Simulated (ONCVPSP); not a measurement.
**Pseudopotential generation for zinc: ONCV, PBE**

Aim: build the potential from the settings below, then test how well it stands in for the atom: other configurations, scattering, ghost states and the plane-wave cutoff that it needs.

The numbers are computed with ONCVPSP 4.0.1.1 (patched build) (PBE, scalar-relativistic, spin-unpolarised reference atom).

## 1. The atom and the settings

The settings as typed:

```json
{
  "element": "zinc (Zn, Z = 30)",
  "type": "optimised norm-conserving Vanderbilt (ONCV)",
  "frozen core": "[Ne] 3s2",
  "valence charge": "18",
  "reference configuration": "3p6 3d10 4s2",
  "partial waves": "4s: rc 1.95 bohr, ncon 4, nbas 9, qcut 2.9 1/bohr, 2 projectors, debl 1.9 Ha; 3p: rc 1.05 bohr, ncon 4, nbas 8, qcut 10.2 1/bohr, 2 projectors, debl 3.7 Ha; 3d: rc 1.15 bohr, ncon 3, nbas 7, qcut 16.1 1/bohr, 2 projectors, debl 2.2 Ha",
  "local potential": "polynomial inside 0.75 bohr (lpopt 5, dvloc0 0 Ha)",
  "core correction": "Teter function, parameters optimised by the program"
}
```

An earlier all-electron run gives the scale for the radii.

All-electron outer shells of the reference configuration (PBE, scalar-relativistic, ld1.x):

```
shell  level (eV)  outermost node (bohr)  outermost maximum (bohr)
   3s     -129.23                   0.28                      0.59
   3p      -83.40                   0.25                      0.59
   3d      -10.14                      –                      0.57
   4s       -5.98                   0.85                      2.09
   4p       -1.12                   0.92                      3.08
```

## 2. Generating the potential

File Zn.dat:

```
# ATOM AND REFERENCE CONFIGURATION
# atsym  z   nc   nv     iexc    psfile
  Zn 30.00    4    3        4      upf
#
#   n    l    f
    1    0    2.00
    2    0    2.00
    2    1    6.00
    3    0    2.00
    3    1    6.00
    3    2   10.00
    4    0    2.00
#
# PSEUDOPOTENTIAL AND OPTIMIZATION
# lmax
    2
#
#   l,   rc,      ep,       ncon, nbas, qcut
    0    1.95    0.00    4    9    2.90
    1    1.05    0.00    4    8   10.20
    2    1.15    0.00    3    7   16.10
#
# LOCAL POTENTIAL
# lloc, lpopt,  rc(5),   dvloc0
    4    5    0.75    0.00
#
# VANDERBILT-KLEINMAN-BYLANDER PROJECTORs
# l, nproj, debl
    0    2    1.90
    1    2    3.70
    2    2    2.20
#
# MODEL CORE CHARGE
# icmod, fcfact, rcfact
    4    0.30    0.00
#
# LOG DERIVATIVE ANALYSIS
# epsh1, epsh2, depsh
   -5.00    5.00    0.04
#
# OUTPUT GRID
# rlmax, drl
    6.00    0.01
#
# TEST CONFIGURATIONS
# ncnf
    4
# nvcnf
#   n    l    f
    3
    3    1    6.00
    3    2   10.00
    4    0    1.00
#
    3
    3    1    6.00
    3    2   10.00
    4    0    0.00
#
    3
    3    1    6.00
    3    2    9.00
    4    0    0.00
#
    3
    3    1    5.00
    3    2   10.00
    4    0    2.00
#
```

Started as:

```console
$ oncvpsp.x < Zn.dat > Zn.out
```

Q: Predict the outcome of this session. Wanted: cutoffs for 1 and 0.1 mHa per electron, occupied waves; bound ghosts; GHOST(+) flags; largest test error; largest phase difference near zero energy, channels read; rms error of d²Exc/dn², without and with the model core.

As calculated:

| quantity | value |
| --- | --- |
| cutoffs for 1 and 0.1 mHa per electron, occupied waves | 88 Ha and 101 Ha |
| bound ghosts | s at -152.58 eV |
| GHOST(+) flags | none at low energy |
| largest test error (AE − PS) | -94 meV, for 3p6 3d9 4s0 |
| largest phase difference near zero energy, channels read | 0.000 rad |
| rms error of d²Exc/dn², without and with the model core | 3.43 and 0.78 mHa |

In words: A bound ghost (s) makes it unfit for use: electrons can fall into a state that the atom doesn't have. By total energies transferability is fair: the largest error is 94 meV on 68.9 eV, for 3p6 3d9 4s0. That test lies far up in energy; among those under 40 eV, nearer to bonding, the largest error is 62 meV. It counts as very hard, with 88 Ha needed at the looser tolerance. At the looser tolerance the 3d wave is the slowest; 3p needs 46 Ha. Near zero energy the phases of the channels with partial waves agree within 0.001 rad. These are tests on the free atom; a crystal test is still owed.
